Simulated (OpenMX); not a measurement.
Runs of OpenMX 3.8.5 on AlIn. It takes space group P6/mmm (No. 191, hexagonal). Conventional cell: a = 3.054 Å, b = 3.054 Å, c = 5.828 Å, α = 90.00°, β = 90.00°, γ = 120.00°. Around Al (site symmetry 6/mmm) lie 2 In at 2.91 Å and 6 Al at 3.05 Å. Around In (site symmetry 6/mmm) lie 2 Al at 2.91 Å and 6 In at 3.05 Å. The cell was built by a generator and needn't be a form met in nature.

```tsv
cell	gap on the mesh (eV)	pressure (GPa)
P6/mmm, 23.54 Å³/atom	none	(a)
P6/mmm, 21.69 Å³/atom	none	5.4
P6/mmm, 25.46 Å³/atom	none	-3.0
P6/mmm, 22.61 Å³/atom	none	2.3
P6/mmm, 24.49 Å³/atom	none	(b)
```

Alike in all rows: task single point; level PBE; potentials or basis OpenMX 2013 PBE set, Al7.0-s2p2d1, In7.0-s3p2d2, grid cutoff 500 Ry; no spin polarisation; k mesh 7 × 7 × 5; smearing fermi-dirac 0.05 eV.

Question: Fill in the values left out.

Answer: (a) 0.0; (b) -1.7.

Caveats: the basis has few d functions beyond the semicore shells, which can make volumes several per cent too large; the basis of atomic orbitals isn't converged, which shifts pressures, moduli and gaps.

A k mesh can miss the band edges, and the runs leave out spin-orbit coupling on In.

A gap of «none» marks a metal or a gap under the smearing width.
